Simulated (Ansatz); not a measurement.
**ClGaHO: harmonic frequencies at the relaxed geometry from a Python script**

A script is to give harmonic frequencies at the relaxed geometry; the system is ClGaHO.

Computed with the Python package of Ansatz 0.2.0. Level of theory: B3LYP/def2-SVP.

## (1) The system

Bond lengths: O1–Ga2 1.786 Å, Ga2–Cl3 2.286 Å, O1–H4 1.037 Å. Angles: O1–Ga2–Cl3 92.3°, Ga2–O1–H4 125.3°.

The script reads clgaho.xyz:

```xyz
4

O     0.79890   -0.10130   -0.58230
Ga   -0.32470   -1.07560    0.40620
Cl   -1.92460    0.55720    0.36610
H     1.50590    0.55950   -0.21030
```

## (2) The code

File clgaho.py:

```python
import ansatz
import numpy as np

BASIS_SET = "def2-SVP"
XC = "b3lyp"

mol = ansatz.Crystal.molecule_from_extxyz("clgaho.xyz")

calculation = (
    mol.calculation()
    .basis(gaussian=BASIS_SET)
    .functional(XC)
    .spin("collinear", total=1)
)
symbols = [site.symbol for site in mol.cartesian_sites]
start = np.array([site.position_ang for site in mol.cartesian_sites], dtype=float)
def progress(event):
    if event["event"] == "relax_step":
        row = event["data"]
        print(f"step {row['step']:3d}  E = {row['lagrangian_ev']:.6f} eV  max force {row['allowed_force_max_ev_ang']:.4f} eV/A")


report = calculation.relax(force_tolerance=0.003).session().plan().execute(on_event=progress).report
end = np.array(report["positions_ang"])

print("bond        before    after (A)")
for i, j in [(0, 1), (0, 3), (1, 2)]:
    d0, d1 = (np.linalg.norm(xyz[i] - xyz[j]) for xyz in (start, end))
    print(f"{symbols[i]}{i}-{symbols[j]}{j}".ljust(10), f"{d0:8.4f} {d1:8.4f}")

minimum = ansatz.Crystal.molecule()
for symbol, xyz in zip(symbols, end):
    minimum = minimum.atom(symbol, xyz.tolist())
vibrating = (
    minimum.calculation()
    .basis(gaussian=BASIS_SET)
    .functional(XC)
    .spin("collinear", total=1)
    .phonons(temperatures=(100, 500, 100))
)
vib = vibrating.run(threads=1).report["vibrations"]
sums = vib["harmonic_sums"]
modes = [m["omega_inv_cm"] for m in sums["modes_at_gamma"] if m["rigid_motion"] == "no"]
print("frequencies (1/cm):", " ".join(f"{w:.0f}" for w in modes))
print("imaginary modes:", sum(w < 0 for w in modes), " zero-point energy:", round(sums["zero_point_energy_ev"], 4), "eV")
print("T (K)   F_vib (eV)   S_vib (meV/K)   C_vib (meV/K)")
for row in zip(sums["temperatures_k"], sums["vibrational_free_energy_ev"], vib["entropy_ev_per_k"], vib["heat_capacity_ev_per_k"]):
    print(f"{row[0]:6.1f} {row[1]:11.4f} {1000 * row[2]:13.4f} {1000 * row[3]:15.4f}")
```

## (3) What the engine is handed

The engine receives this input (first run):

```yaml
crystal:
  periodic: [false, false, false]
  atoms:
    - { symbol: O, position_ang: [0.7989, -0.1013, -0.5823] }
    - { symbol: Ga, position_ang: [-0.3247, -1.0756, 0.4062] }
    - { symbol: Cl, position_ang: [-1.9246, 0.5572, 0.3661] }
    - { symbol: H, position_ang: [1.5059, 0.5595, -0.2103] }
basis:
  gaussian:
    orbitals: def2-SVP
hamiltonian:
  xc: b3lyp
magnetization:
  spin_polarized: true
  initial_magnetization: 1.0
relax:
  f_tol: 0.003
```

## (4) Running it

Started as:

```
python clgaho.py
```

Q: Predict the main results. Wanted: moves of the relaxation of run 1; energy gained in run 1; last largest force component of run 1; highest frequency; imaginary modes; zero-point energy.

The runs gave:

```
                             quantity        value
                        runs compared            2
     moves of the relaxation of run 1            8
               energy gained in run 1     0.585 eV
last largest force component of run 1  0.0025 eV/Å
                    highest frequency    3788 cm⁻¹
                      imaginary modes            0
                    zero-point energy     0.372 eV
```

**Reading.** Run 1: The relaxation took 8 moves; the largest shift is 0.545 Å, of atom 1 (O). All frequencies are real, so the geometry is a minimum. Notes:
- The frequencies are harmonic and unscaled, in a modest basis. The result belongs to the one conformer reached from this start, and soft torsions count as harmonic oscillators.
- The species is open-shell (spin multiplicity 2).
- b3lyp holds the VWN-RPA fit, as in Gaussian; the form of ORCA and Turbomole is b3lyp5.
